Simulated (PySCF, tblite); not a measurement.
**C₄H₁₁N₃Si: geometry, infrared bands and NMR shifts**

Aim: predict the infrared bands and NMR shifts of C₄H₁₁N₃Si (`N#C[SiH2]CNCCN`).

Programs: tblite 0.8.0 and PySCF 2.14.0, with density-fitted response routines of our own. Each step states its level of theory. These are calculated values for one molecule in the gas phase, unless marked as measured. Atoms are numbered from 0 throughout.

### Step 1. Starting geometry

19 atoms, charge 0, multiplicity 1; geometry from: force field or distance geometry start.

Bonds of the start (Å): N0–C1 1.15, C1–Si2 1.84, Si2–C3 1.86, C3–N4 1.42, N4–C5 1.43, C5–C6 1.54, C6–N7 1.46, Si2–H8 1.45, Si2–H9 1.48, C3–H10 1.11, C3–H11 1.14, N4–H12 1.04, C5–H13 1.09, C5–H14 1.12, C6–H15 1.08, C6–H16 1.13, N7–H17 1.08, N7–H18 1.06.

### Step 2. Geometry optimisation with GFN2-xTB

The job: settings as JSON, then the geometry in Å.

```
{"job": {"kind": "relax", "xc": "GFN2-xTB", "basis": "xTB"}, "charge": 0, "multiplicity": 1}
N     -2.486200     1.001800    -2.270400
C     -2.337000     0.272800    -1.394600
Si    -2.082100    -0.899400    -0.002600
C     -1.311500     0.026700     1.417200
N     -0.232600     0.763300     0.871300
C      0.758800    -0.033500     0.217900
C      1.901000     0.808900    -0.370400
N      2.811300    -0.166500    -0.968400
H     -1.133200    -1.924000    -0.411000
H     -3.339000    -1.570800     0.393300
H     -2.080700     0.708900     1.824000
H     -0.977600    -0.717800     2.213700
H     -0.525500     1.617700     0.352600
H      1.095600    -0.849800     0.849800
H      0.246000    -0.443100    -0.691000
H      1.544500     1.562900    -1.055300
H      2.394100     1.317300     0.505000
H      2.244600    -1.028700    -1.275300
H      3.499800    -0.437600    -0.213300
```

On the command line:

```
OMP_NUM_THREADS=1 python probes_run.py task.json out
```

This one command runs all jobs of the session in turn.

What it wrote:

```text
step      E/eV     max force
  0    -668.07821    2.597
  1    -668.42626    2.039
  2    -668.42333    5.336
  3    -668.63538    0.865
  4    -668.68447    0.837
  5    -668.71801    0.591
  6    -668.73985    0.379
  7    -668.77248    0.464
  8    -668.80459    0.649
  9    -668.83176    0.469
 10    -668.84985    0.320
 11    -668.86330    0.310
 12    -668.87573    0.348
 13    -668.88610    0.228
 14    -668.89427    0.197
 15    -668.90224    0.220
 16    -668.91181    0.308
 17    -668.92295    0.282
 18    -668.93403    0.221
 19    -668.94377    0.217
 20    -668.95249    0.204
 21    -668.96083    0.231
 22    -668.96850    0.188
 23    -668.97551    0.193
 24    -668.98243    0.202
 25    -668.98970    0.198
 26    -668.99490    0.326
 27    -669.00057    0.251
 28    -669.00384    0.200
 29    -669.00706    0.099
 30    -669.00849    0.100
 31    -669.01078    0.090
 32    -669.01216    0.097
 33    -669.01377    0.087
 34    -669.01540    0.117
 35    -669.01721    0.118
 36    -669.01872    0.105
 37    -669.02003    0.097
 38    -669.02109    0.068
 39    -669.02198    0.079
 40    -669.02273    0.063
 41    -669.02335    0.060
 42    -669.02378    0.051
 43    -669.02416    0.039
 44    -669.02446    0.045
 45    -669.02470    0.037
 46    -669.02491    0.033
 47    -669.02512    0.033
 48    -669.02532    0.037
 49    -669.02549    0.034
 50    -669.02565    0.036
 51    -669.02583    0.031
 52    -669.02606    0.042
 53    -669.02630    0.037
 54    -669.02654    0.033
 55    -669.02677    0.033
 56    -669.02703    0.049
 57    -669.02730    0.057
 58    -669.02752    0.038
 59    -669.02766    0.025
 60    -669.02775    0.023
 61    -669.02782    0.024
 62    -669.02786    0.017
 63    -669.02789    0.012
 64    -669.02792    0.014
 65    -669.02795    0.017
 66    -669.02797    0.012
 67    -669.02799    0.010
 68    -669.02800    0.013
 69    -669.02802    0.019
 70    -669.02805    0.018
 71    -669.02807    0.011
 72    -669.02809    0.011
 73    -669.02811    0.017
 74    -669.02815    0.024
 75    -669.02819    0.022
 76    -669.02823    0.014
 77    -669.02829    0.017
 78    -669.02835    0.026
 79    -669.02845    0.041
 80    -669.02858    0.043
 81    -669.02869    0.026
 82    -669.02877    0.022
 83    -669.02884    0.020
 84    -669.02891    0.031
 85    -669.02898    0.028
 86    -669.02902    0.012
 87    -669.02904    0.010
 88    -669.02906    0.014
 89    -669.02908    0.014
 90    -669.02910    0.010
 91    -669.02911    0.008
```

It took 0.68 s on 1 thread of Arm Neoverse V1, shared host.

Along the way: (not every step is listed) (the energy doesn't fall at every step)

| step | energy from step 0 (eV) | largest force (eV/Å) |
| --- | --- | --- |
| 0 | 0.0000 | 2.5972 |
| 1 | -0.3480 | 2.0386 |
| 2 | -0.3451 | 5.3363 |
| 3 | -0.5572 | 0.8654 |
| 4 | -0.6063 | 0.8369 |
| 5 | -0.6398 | 0.5914 |
| 6 | -0.6616 | 0.3792 |
| 7 | -0.6943 | 0.4642 |
| 8 | -0.7264 | 0.6487 |
| 15 | -0.8240 | 0.2204 |
| 22 | -0.8903 | 0.1879 |
| 29 | -0.9289 | 0.0988 |
| 36 | -0.9405 | 0.1047 |
| 43 | -0.9460 | 0.0393 |
| 50 | -0.9474 | 0.0361 |
| 57 | -0.9491 | 0.0567 |
| 64 | -0.9497 | 0.0143 |
| 71 | -0.9499 | 0.0110 |
| 78 | -0.9501 | 0.0262 |
| 85 | -0.9508 | 0.0276 |
| 86 | -0.9508 | 0.0124 |
| 87 | -0.9508 | 0.0103 |
| 88 | -0.9508 | 0.0136 |
| 89 | -0.9509 | 0.0138 |
| 90 | -0.9509 | 0.0100 |
| 91 | -0.9509 | 0.0081 |

Close pairs (by a distance rule), those that changed most:

| bond | before (Å) | after (Å) | change (Å) |
| --- | --- | --- | --- |
| Si2–C3 | 1.862 | 1.928 | +0.066 |
| N7–H17 | 1.076 | 1.015 | -0.062 |
| C3–H11 | 1.140 | 1.095 | -0.045 |
| N7–H18 | 1.057 | 1.015 | -0.042 |
| C3–N4 | 1.416 | 1.452 | +0.036 |
| C6–H16 | 1.126 | 1.093 | -0.033 |
| C1–Si2 | 1.838 | 1.868 | +0.030 |
| N4–H12 | 1.042 | 1.016 | -0.026 |

The end geometry stands in the next job.

### Step 3. Infrared spectrum with GFN2-xTB

The job: settings as JSON, then the geometry in Å.

```
{"job": {"kind": "ir", "xc": "GFN2-xTB", "basis": "xTB"}, "charge": 0, "multiplicity": 1}
N     -2.422070     0.785544    -2.355888
C     -2.431652     0.096717    -1.439817
Si    -2.380418    -0.985920     0.081392
C     -1.318528    -0.020440     1.368330
N     -0.179777     0.735317     0.877725
C      0.807168    -0.061407     0.185551
C      1.981187     0.817405    -0.271412
N      3.088101     0.091747    -0.860741
H     -1.788565    -2.256166    -0.344733
H     -3.753088    -1.139951     0.557755
H     -1.958939     0.685304     1.904920
H     -0.938736    -0.724877     2.115801
H     -0.496087     1.486737     0.271454
H      1.170548    -0.821247     0.888346
H      0.385016    -0.590027    -0.693410
H      1.623533     1.538739    -1.011576
H      2.359003     1.373398     0.589967
H      2.776676    -0.427089    -1.675469
H      3.466824    -0.574531    -0.195656
```

What it wrote:

```text
mode    cm-1     km/mol
  1      22.2      2.76
  2      57.9      2.85
  3      78.2      1.73
  4      91.0      6.68
  5     124.9      3.33
  6     200.8      2.24
  7     253.5      0.78
  8     260.3      6.86
  9     314.6     49.64
 10     346.4      1.95
 11     415.4      4.85
 12     419.9     30.91
 13     496.1     42.85
 14     557.8      9.57
 15     606.9     22.76
 16     640.1     63.79
 17     728.0    165.04
 18     762.2    228.21
 19     781.7    120.20
 20     813.1      6.97
 21     852.7     96.33
 22     939.8    192.07
 23     969.3     12.34
 24    1029.4     14.12
 25    1054.1     74.65
 26    1111.3     12.43
 27    1127.7     13.31
 28    1166.5      9.25
 29    1223.2     16.26
 30    1263.5      5.96
 31    1272.1     33.67
 32    1292.8     18.30
 33    1311.5      1.93
 34    1353.9      1.38
 35    1412.0     21.40
 36    1464.5      0.34
 37    1480.9      0.71
 38    1489.5      5.96
 39    1572.6     25.74
 40    2257.5    301.74
 41    2289.6    260.41
 42    2347.1     34.47
 43    2752.5    121.48
 44    2921.7     12.93
 45    2928.6     65.85
 46    2948.5     34.15
 47    2962.2     51.67
 48    2978.5     35.15
 49    3356.1      7.64
 50    3382.1     10.88
 51    3413.0      9.86
```

Wall time 0.73 s (1 thread of Arm Neoverse V1, shared host).

The strongest bands and the atoms that carry them (share of the mass-weighted mode):

| cm⁻¹ | km/mol | atoms |
| --- | --- | --- |
| 728 | 165.0 | Si2 36 %, C3 26 %, H9 15 % |
| 762 | 228.2 | H8 37 %, H9 20 % |
| 782 | 120.2 | H9 24 %, H8 19 %, H10 13 %, C3 11 % |
| 853 | 96.3 | H12 39 %, N4 13 %, C3 10 % |
| 940 | 192.1 | H17 31 %, N7 26 %, H18 24 % |
| 2258 | 301.7 | H8 96 % |
| 2290 | 260.4 | H9 96 % |
| 2752 | 121.5 | H14 93 % |

### Step 4. Nuclear shieldings: PBE0/pcSseg-1

Same as in step 3 but for these lines:

```diff
@@ -1,2 +1,2 @@
-{"job": {"kind": "ir", "xc": "GFN2-xTB", "basis": "xTB"}, "charge": 0, "multiplicity": 1}
+{"job": {"kind": "nmr", "xc": "PBE0", "basis": "pcSseg-1"}, "charge": 0, "multiplicity": 1}
 N     -2.422070     0.785544    -2.355888
```

Method: GIAO PBE0/pcSseg-1 NMR shielding, non-relativistic, gas phase.

What it wrote:

```text
coarse grid: 15976 points
cycle   1  E = -612.0992170166  dE =  7.120e-01  |g| = 5.299e-01  |ddm| = 3.815e+00
cycle   2  E = -611.9914694587  dE =  1.077e-01  |g| = 8.783e-01  |ddm| = 1.160e+00
cycle   3  E = -612.1594199868  dE = -1.680e-01  |g| = 2.133e-01  |ddm| = 6.982e-01
cycle   4  E = -612.1686451580  dE = -9.225e-03  |g| = 5.643e-02  |ddm| = 1.560e-01
cycle   5  E = -612.1692882468  dE = -6.431e-04  |g| = 1.269e-02  |ddm| = 4.316e-02
cycle   6  E = -612.1693185325  dE = -3.029e-05  |g| = 4.156e-03  |ddm| = 1.222e-02
cycle   7  E = -612.1693219231  dE = -3.391e-06  |g| = 8.717e-04  |ddm| = 3.517e-03
final grid: 148832 points
cycle   8  E = -612.2113501331  dE = -3.490e-05  |g| = 9.033e-03  |ddm| = 2.837e-02
cycle   9  E = -612.2113426805  dE =  7.453e-06  |g| = 1.072e-02  |ddm| = 1.727e-02
cycle  10  E = -612.2113693913  dE = -2.671e-05  |g| = 1.309e-03  |ddm| = 9.522e-03
cycle  11  E = -612.2113697001  dE = -3.087e-07  |g| = 5.795e-04  |ddm| = 1.024e-03
cycle  12  E = -612.2113697677  dE = -6.766e-08  |g| = 1.367e-04  |ddm| = 3.723e-04
cycle  13  E = -612.2113697714  dE = -3.699e-09  |g| = 3.377e-05  |ddm| = 1.126e-04
cycle  14  E = -612.2113697716  dE = -2.344e-10  |g| = 7.463e-06  |ddm| = 3.231e-05
converged SCF energy = -612.2113697716

GIAO shielding tensors (ppm)
atom      isotropic    diamagn.    paramagn.     s11        s22        s33       span
  0 N     -101.530     338.451    -439.981   -305.831   -297.535    298.776    604.607
  1 C       63.722     264.664    -200.942    -49.261    -47.254    287.681    336.943
  2 Si     420.979     879.592    -458.613    382.728    422.614    457.595     74.867
  3 C      150.414     249.203     -98.790    122.187    141.184    187.869     65.682
  4 N      224.527     324.356     -99.829    186.364    225.123    262.094     75.731
  5 C      123.761     251.944    -128.183     97.642    113.255    160.387     62.745
  6 C      138.267     246.251    -107.984    109.439    141.312    164.049     54.610
  7 N      232.568     317.110     -84.543    202.873    242.741    252.088     49.215
  8 H       26.883      29.321      -2.438     24.266     24.964     31.417      7.151
  9 H       27.578      27.065       0.513     24.000     25.635     33.099      9.099
 10 H       28.477      29.618      -1.141     22.788     27.445     35.198     12.410
 11 H       29.114      30.927      -1.813     24.341     28.306     34.694     10.353
 12 H       31.273      38.319      -7.046     23.703     31.483     38.633     14.930
 13 H       29.537      34.891      -5.354     26.394     29.237     32.979      6.586
 14 H       28.835      36.902      -8.067     24.652     30.710     31.142      6.490
 15 H       28.869      32.044      -3.175     23.833     30.163     32.611      8.779
 16 H       28.639      30.626      -1.987     23.460     29.582     32.877      9.417
 17 H       31.027      32.835      -1.808     24.296     29.020     39.765     15.469
 18 H       31.254      31.676      -0.422     24.724     28.683     40.354     15.630
```

Run time: 36 s. Hardware: 1 thread of Arm Neoverse V1, shared host; peak memory 0.91 GiB.

The references, computed at this level on geometries of the same kind, shield at (ppm): 1H TMS 31.72, 13C TMS 186.9, 29Si TMS 349.2, 15N NH3 267.7. Their shielding less the atom's gives the shift. The references are single molecules in the gas phase, so shifts against H2O, NH3, PH3, H3PO4 or CFCl3 are not on the usual liquid scales and can be off by tens of ppm. Atoms listed in one row are averaged.

| atoms | environment | σ (ppm) | δ (ppm) | δ scaled to CDCl3 |
| --- | --- | --- | --- | --- |
| C1 | nitrile carbon | 63.7 | 123.2 | 118.3 |
| C5 | sp3 CH2 bonded to N | 123.8 | 63.2 | 59.7 |
| C6 | sp3 CH2 bonded to N | 138.3 | 48.7 | 45.6 |
| C3 | sp3 CH2 bonded to N and Si | 150.4 | 36.5 | 33.7 |
| H8, H9 | hydrogen on a silicon bonded to 2 C | 27.23 | 4.49 | – |
| H15, H16 | hydrogen on an sp3 CH2 bonded to N | 28.75 | 2.96 | 2.90 |
| H10, H11 | hydrogen on an sp3 CH2 bonded to N and Si | 28.80 | 2.92 | 2.86 |
| H13, H14 | hydrogen on an sp3 CH2 bonded to N | 29.19 | 2.53 | 2.49 |
| H17, H18 | hydrogen on an amine nitrogen | 31.14 | 0.58 | – |
| H12 | hydrogen on an amine nitrogen | 31.27 | 0.44 | – |
| N0 | nitrile nitrogen | -101.5 | 369.3 | – |
| N4 | amine nitrogen | 224.5 | 43.2 | – |
| N7 | amine nitrogen | 232.6 | 35.2 | – |
| Si2 | silicon bonded to 2 C, 2 H | 421.0 | -71.8 | – |

The scaled column applies a straight-line fit of computed shieldings to shifts measured in CDCl3 (root-mean-square error 0.16 ppm for H, 1.9 ppm for C).

The run also stored atomic charges by several schemes (e):

| atoms | Mulliken | IAO | Hirshfeld | ESP fit |
| --- | --- | --- | --- | --- |
| N0 | -0.20 | -0.20 | -0.20 | -0.42 |
| C1 | -0.21 | -0.16 | -0.03 | 0.26 |
| Si2 | 0.63 | 0.70 | 0.37 | 0.20 |
| C3 | -0.31 | -0.41 | -0.10 | 0.13 |
| N4 | -0.50 | -0.40 | -0.16 | -0.83 |
| C5 | -0.09 | -0.16 | -0.04 | 0.19 |
| C6 | -0.05 | -0.15 | -0.03 | 0.35 |
| N7 | -0.45 | -0.57 | -0.24 | -0.97 |

Mayer bond orders: N0–C1 2.93, C1–Si2 0.81, Si2–C3 0.91, C3–N4 0.99, N4–C5 0.97, C5–C6 1.03, C6–N7 1.03.

### Step 5. Results

```
                                                              quantity                                   value
                             strongest single infrared mode (GFN2-xTB)                   2258 cm⁻¹, 302 km/mol
                                          zero-point energy (GFN2-xTB)                           94.2 kcal/mol
                                13C shifts against TMS (PBE0/pcSseg-1)             123.2, 63.2, 48.7, 36.5 ppm
1H shifts against TMS (PBE0/pcSseg-1, means over atoms taken as alike)  4.49, 2.96, 2.92, 2.53, 0.58, 0.44 ppm
                                15N shifts against NH3 (PBE0/pcSseg-1)                   369.3, 43.2, 35.2 ppm
                               29Si shifts against TMS (PBE0/pcSseg-1)                               -71.8 ppm
```

Over 91 steps the energy fell by 0.951 eV; of the close pairs, Si2–C3 changed most, 1.862 to 1.928 Å. All 51 modes are real, so the xTB geometry is a minimum. The strongest single mode, at 2258 cm⁻¹, moves mainly H8. Unscaled tight-binding wavenumbers are off by several per cent, some by more. Its intensities can rank the bands wrongly. The most deshielded carbon is C1 (nitrile carbon), at 123.2 ppm: this is the usual window of a C≡N carbon, which has no attached hydrogen. At PBE0/pcSseg-1: The widest tensor belongs to N0: span 605 ppm, with a paramagnetic part of -440 ppm.
